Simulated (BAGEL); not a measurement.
# CH5BO2 (SMILES COBO), step by step

We compute a single-point energy (HF/def2-SV(P)), then the energy (NEVPT2(2,2)/def2-SV(P)), then a single-point energy (CASPT2(2,2)/def2-SV(P)) of CH5BO2. 

The calculation is run with BAGEL 1.2.2.

2 further runs of the same task are left out: 2 set aside as unsound or not needed.

### Step 1. The structure to begin with

The species is CH5BO2 (9 atoms), meant as a singlet with charge 0. As SMILES, `COBO`. Geometry: relaxed at PBE0-D4/def2-TZVP. This is one conformer, not always the lowest.

Bond lengths: C1–O2 1.410 Å, O2–B3 1.356 Å, B3–O4 1.356 Å, C1–H5 1.094 Å, C1–H6 1.092 Å, C1–H7 1.092 Å, B3–H8 1.199 Å, O4–H9 0.962 Å. Some angles: C1–O2–B3 121.7°, O2–B3–O4 119.6°, O2–C1–H5 111.5°, O2–C1–H6 109.2°, O2–C1–H7 109.3°, O2–B3–H8 121.8°, O4–B3–H8 118.6°, B3–O4–H9 112.1°, H5–C1–H6 109.1°, H5–C1–H7 109.0°.

### Step 2. A single-point energy at HF/def2-SV(P) (density fitting with svp-jkfit) (run 1)

Input file job.json:

```json
{ "bagel" : [

{
  "title" : "molecule",
  "basis" : "def2-sv_p_.json",
  "df_basis" : "svp-jkfit",
  "geometry" : [
    { "atom" : "C", "xyz" : [     0.53252671,     1.51537327,    -1.99820396 ] },
    { "atom" : "O", "xyz" : [    -0.21448392,     0.85944744,     0.47432126 ] },
    { "atom" : "B", "xyz" : [    -0.25492405,    -1.57622056,     1.26914007 ] },
    { "atom" : "O", "xyz" : [    -0.99135032,    -2.11365867,     3.66323409 ] },
    { "atom" : "H", "xyz" : [     1.07355530,    -0.15079826,    -3.09462306 ] },
    { "atom" : "H", "xyz" : [     2.13803803,     2.80889080,    -1.90144999 ] },
    { "atom" : "H", "xyz" : [    -1.02952090,     2.47081880,    -2.95119285 ] },
    { "atom" : "H", "xyz" : [     0.34752063,    -3.28509990,    -0.08995096 ] },
    { "atom" : "H", "xyz" : [    -1.43411316,    -0.61661763,     4.59619188 ] }
  ]
},

{ "title" : "hf" },

{ "title" : "print", "file" : "orbitals.molden", "orbitals" : true }

]}
```

The basis set def2-SV(P) is read from a file made from the Basis Set Exchange's data (not shown).

Command:

```console
$ BAGEL_NUM_THREADS=1 BAGEL job.json > job.out
```

Output:

```text
* using 1 threads per process

  ===============================================================
  ===============================================================

  *** Geometry ***

  { "atom" : "C", "xyz" : [      0.532527,      1.515373,     -1.998204 ] },
  { "atom" : "O", "xyz" : [     -0.214484,      0.859447,      0.474321 ] },
  { "atom" : "B", "xyz" : [     -0.254924,     -1.576221,      1.269140 ] },
  { "atom" : "O", "xyz" : [     -0.991350,     -2.113659,      3.663234 ] },
  { "atom" : "H", "xyz" : [      1.073555,     -0.150798,     -3.094623 ] },
  { "atom" : "H", "xyz" : [      2.138038,      2.808891,     -1.901450 ] },
  { "atom" : "H", "xyz" : [     -1.029521,      2.470819,     -2.951193 ] },
  { "atom" : "H", "xyz" : [      0.347521,     -3.285100,     -0.089951 ] },
  { "atom" : "H", "xyz" : [     -1.434113,     -0.616618,      4.596192 ] },

  Number of auxiliary basis functions:      394

  Since a DF basis is specified, we compute 2- and 3-index integrals:
    o Being stored without compression. Storage requirement is 0.014 GB

  Number of basis functions:       66
  Number of electrons      :       32

    * METHOD: MOLECULE                             0.21

  *** RHF ***

  === Nuclear Repulsion ===
   115.4388582314

      * DIIS with orbital gradients will be used.

  === RHF iteration (def2-sv_p_.json) ===
      0       -214.87311657          0.02460857           0.04
      1       -215.03205550          0.01501558           0.04
      2       -215.09639892          0.00176596           0.04
      3       -215.09778951          0.00033051           0.04
      4       -215.09783121          0.00008250           0.04
      5       -215.09783402          0.00002815           0.04
      6       -215.09783432          0.00000993           0.04
      7       -215.09783436          0.00000252           0.04
      8       -215.09783437          0.00000094           0.04
      9       -215.09783437          0.00000027           0.04
     10       -215.09783437          0.00000011           0.04
     11       -215.09783437          0.00000003           0.04
     12       -215.09783437          0.00000001           0.04
     13       -215.09783437          0.00000001           0.04
    * SCF iteration converged.

    * Permanent dipole moment:
           (   -0.098916,    -0.626998,     0.480623) a.u.

    * METHOD: HF                                   0.71

    * METHOD: PRINT                                0.02

  ===============================================================
```

It took 1.1 s on 1 thread of Arm Neoverse N1, shared host; peak memory 0.14 GiB.

### Step 3. The energy at NEVPT2(2,2)/def2-SV(P) (density fitting with svp-jkfit) (run 2)

job.json: that of step 2 with these lines changed.

```diff
@@ -6,2 +6,3 @@
   "df_basis" : "svp-jkfit",
+  "angstrom" : "false",
   "geometry" : [
@@ -19,5 +20,22 @@
 
-{ "title" : "hf" },
+{
+  "title" : "hf"
+},
 
-{ "title" : "print", "file" : "orbitals.molden", "orbitals" : true }
+{
+  "title" : "nevpt2",
+  "nstate" : 1,
+  "nact" : 2,
+  "nclosed" : 15,
+  "active" : [5, 22],
+  "maxiter" : 200,
+  "natocc" : "true",
+  "ncore" : 4
+},
+
+{
+  "title" : "print",
+  "file" : "orbitals.molden",
+  "orbitals" : "true"
+}
```

The basis set def2-SV(P) is read from a file made from the Basis Set Exchange's data (not shown).

Command:

```console
$ BAGEL_NUM_THREADS=1 BAGEL job.json > job.out
```

Output:

```text
* using 1 threads per process

  ===============================================================
  ===============================================================

  *** Geometry ***

  { "atom" : "C", "xyz" : [      0.532527,      1.515373,     -1.998204 ] },
  { "atom" : "O", "xyz" : [     -0.214484,      0.859447,      0.474321 ] },
  { "atom" : "B", "xyz" : [     -0.254924,     -1.576221,      1.269140 ] },
[... 5 lines of this table left out ...]
  { "atom" : "H", "xyz" : [     -1.434113,     -0.616618,      4.596192 ] },

  Number of auxiliary basis functions:      394

  Since a DF basis is specified, we compute 2- and 3-index integrals:
    o Being stored without compression. Storage requirement is 0.014 GB

[... 18 lines left out ...]
    * SCF iteration converged.
[... 1 line left out ...]
    * Permanent dipole moment:
[... 28 lines left out ...]
    * Second-order optimization converged. *

     guess   0:   closed 1.                   open ..

  === FCI iteration ===

      0  0      -215.09757062     1.04e-01      0.00
      1  0      -215.11792366     2.80e-03      0.00
      2  0 *    -215.11794872     5.35e-16      0.00

     * ci vector, state   0, <S^2> = 0.0000
       2.     0.9952370000
       .2    -0.0974849419

  === DF-NEVPT2 calculation ===

    * 3-index integral transformation done
    * assembly done

      NEVPT2 correlation energy:   -0.5383992217      0.16

          (+0)     -0.4341784333
          (+0)'    -0.0441968552
          (+1)     -0.0086655514
          (+1)'    -0.0000000000
          (+2)     -0.0006452967
          (-1)     -0.0450209229
          (-1)'     0.0000000000
          (-2)     -0.0056921622

      NEVPT2 total energy:       -215.6563479422

    * METHOD: NEVPT2                               3.60

    * METHOD: PRINT                                0.02

  ===============================================================
```

Run time: 4.8 s. Hardware: 1 thread of Arm Neoverse N1, shared host; peak memory 0.14 GiB.

### Step 4. A single-point energy at CASPT2(2,2)/def2-SV(P) (density fitting with svp-jkfit) (run 3)

Input file calc.json:

```json
{ "bagel" : [

{
  "title" : "molecule",
  "basis" : "def2-sv_p_.json",
  "df_basis" : "svp-jkfit",
  "geometry" : [
    { "atom" : "C", "xyz" : [  0.53252671,  1.51537327, -1.99820396 ] },
    { "atom" : "O", "xyz" : [ -0.21448392,  0.85944744,  0.47432126 ] },
    { "atom" : "B", "xyz" : [ -0.25492405, -1.57622056,  1.26914007 ] },
    { "atom" : "O", "xyz" : [ -0.99135032, -2.11365867,  3.66323409 ] },
    { "atom" : "H", "xyz" : [  1.07355530, -0.15079826, -3.09462306 ] },
    { "atom" : "H", "xyz" : [  2.13803803,  2.80889080, -1.90144999 ] },
    { "atom" : "H", "xyz" : [ -1.02952090,  2.47081880, -2.95119285 ] },
    { "atom" : "H", "xyz" : [  0.34752063, -3.28509990, -0.08995096 ] },
    { "atom" : "H", "xyz" : [ -1.43411316, -0.61661763,  4.59619188 ] }
  ]
},
{
  "title" : "hf"
},
{
  "title" : "casscf",
  "nstate" : 1,
  "nact" : 2,
  "nclosed" : 15,
  "active" : [5, 22],
  "maxiter" : 200,
  "natocc" : "true"
},
{
  "title" : "print",
  "file" : "orbitals.molden",
  "orbitals" : "true"
},
{
  "title" : "smith",
  "method" : "caspt2",
  "ms" : "true",
  "xms" : "true",
  "sssr" : "true",
  "shift" : 0.2,
  "shift_imag" : "true",
  "ncore" : 4
}

]}
```

The basis set def2-SV(P) is read from a file made from the Basis Set Exchange's data (not shown).

Command:

```console
$ BAGEL_NUM_THREADS=1 BAGEL calc.json > calc.out
```

Output:

```text
* using 1 threads per process

  ===============================================================
  ===============================================================

  *** Geometry ***

  { "atom" : "C", "xyz" : [      0.532527,      1.515373,     -1.998204 ] },
  { "atom" : "O", "xyz" : [     -0.214484,      0.859447,      0.474321 ] },
  { "atom" : "B", "xyz" : [     -0.254924,     -1.576221,      1.269140 ] },
[... 5 lines of this table left out ...]
  { "atom" : "H", "xyz" : [     -1.434113,     -0.616618,      4.596192 ] },

  Number of auxiliary basis functions:      394

  Since a DF basis is specified, we compute 2- and 3-index integrals:
    o Being stored without compression. Storage requirement is 0.014 GB

[... 18 lines left out ...]
    * SCF iteration converged.
[... 1 line left out ...]
    * Permanent dipole moment:
[... 27 lines left out ...]
    * Second-order optimization converged. *
[... 9 lines left out ...]
     * ci vector, state   0, <S^2> = 0.0000
[... 16 lines left out ...]
    * Zeroth order energy : state  0       -1.5862612378
[... 4 lines left out ...]
       #      aibj      arbs      arbi      airj      risj      airs      arst      rist         Etot      error   time
[... 10 lines left out ...]
      ------------------------------------------------------------------------------------------------------------------

    * CASPT2 energy : state  0     -215.6588283262
        w/o shift correction       -215.6568592536
        reference weight              0.8679167561

    * METHOD: SMITH                                0.77

  ===============================================================
```

It took 5.4 s on 1 thread of Arm Neoverse N1, shared host; peak memory 0.14 GiB.

### Step 5. Results

| quantity | value |
| --- | --- |
| run 1, HF/def2-SV(P): total energy | -215.09783 Eh |
| run 1, HF/def2-SV(P): dipole moment | 2.02 D |
| run 1, HF/def2-SV(P): HOMO energy | -12.65 eV |
| run 1, HF/def2-SV(P): LUMO energy | 5.00 eV |
| run 1, HF/def2-SV(P): HOMO–LUMO gap | 17.64 eV |
| run 2, NEVPT2(2,2)/def2-SV(P): total energy | -215.65635 Eh |
| run 3, CASPT2(2,2)/def2-SV(P): total energy | -215.65883 Eh |
